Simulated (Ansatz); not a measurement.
# Hg (bcc type): how the settings move a single-point run

Aim: see which settings change the result for Hg (bcc type), by how much, and at what cost.

Computed with Ansatz 0.2.0 (reference: DFT, LDA, all-electron LAPW, scalar-relativistic, unless a step's input says otherwise).

1 further run of the same task is left out (it didn't finish). Runs told in other sessions of the task aren't counted.

## Step 1: The system as given

It takes space group Im-3m (No. 229, cubic). Conventional cell: a = 3.245 Å, b = 3.245 Å, c = 3.245 Å, α = 90.00°, β = 90.00°, γ = 90.00°. Hg (site symmetry m-3m) is surrounded by 8 Hg at 2.81 Å.

Coordinates:

```
CELL_PARAMETERS angstrom
-1.62247 1.62247 1.62247
1.62247 -1.62247 1.62247
1.62247 1.62247 -1.62247
ATOMIC_POSITIONS crystal
Hg 0.00000 0.00000 0.00000
```

## Step 2: The reference run

File input.yaml:

```yaml
crystal:
  lattice:
    - [-1.6224661745, 1.6224661745, 1.6224661745]
    - [1.6224661745, -1.6224661745, 1.6224661745]
    - [1.6224661745, 1.6224661745, -1.6224661745]
  atoms:
    - { symbol: Hg, position: [0.0, 0.0, 0.0] }
kpoints:
  mp_grid: { grid: [15, 15, 15] }
scf:
  occupations: { method: fermi_dirac, width: 0.1 }
hamiltonian:
  xc: lda
  pseudopotentials: { kind: all_electron, lapw: { basis_error: 0.001 } }
output:
  forces: true
  stress: true
  eigenvalues: true
  populations: true
```

On the command line:

```sh
$ ansatz run input.yaml --threads 1 --pin off --max-ram 2048MiB --backend cpu --events-out ev --progress --plain --runs-dir out
```

## Step 3: Changing settings: occupations.width 0.025, preconditioner ldos

Edit input.yaml of step 2 so:

```diff
@@ -10,3 +10,4 @@
 scf:
-  occupations: { method: fermi_dirac, width: 0.1 }
+  occupations: { method: fermi_dirac, width: 0.025 }
+  mixing: { preconditioner: ldos }
 hamiltonian:
```

## Step 4: Changing settings: xc pbesol

Edit input.yaml of step 2 so:

```diff
@@ -12,3 +12,3 @@
 hamiltonian:
-  xc: lda
+  xc: pbesol
   pseudopotentials: { kind: all_electron, lapw: { basis_error: 0.001 } }
```

Before running it: what results should come out? Wanted: for each run, ending; energy change; pressure; gap; force.

The runs gave:

```
                                            run     ending        energy change  pressure (GPa)  gap (eV)  force (eV/Å)  cycles  time
                                      reference  converged                    0            34.7      0.00          0.00       8  21 s
1: occupations.width 0.025, preconditioner ldos  converged  +1.0 meV/atom (σ→0)            34.9      0.00          0.00       6  18 s
                                   2: xc pbesol  converged       not comparable            39.1      0.00          0.00       8  20 s
```

Residual by cycle in the longest SCF loop of each run; runs are numbered as in the table. The quantity is the density residual dr2, in eV.

```
cycle  reference    run 1    run 2
    1     0.0251   0.0252    0.029
    2    0.00532  0.00125  0.00708
    3     0.0036   7.5e-4  0.00463
    4    0.00116   9.1e-5  0.00144
    5     2.4e-4   5.6e-6   2.9e-4
    6     4.1e-6   3.9e-8   4.9e-6
    7     1.1e-7        -   1.3e-7
    8    6.1e-10        -  7.4e-10
```

**Reading.** «occupations.width 0.025, preconditioner ldos» moves the energy by +1.0 meV/atom. The pressure spans 34.7 to 39.1 GPa over the reference and the converged variants. The structure is not at rest: the sound run finds 35 GPa, so these are no properties of the relaxed crystal. 
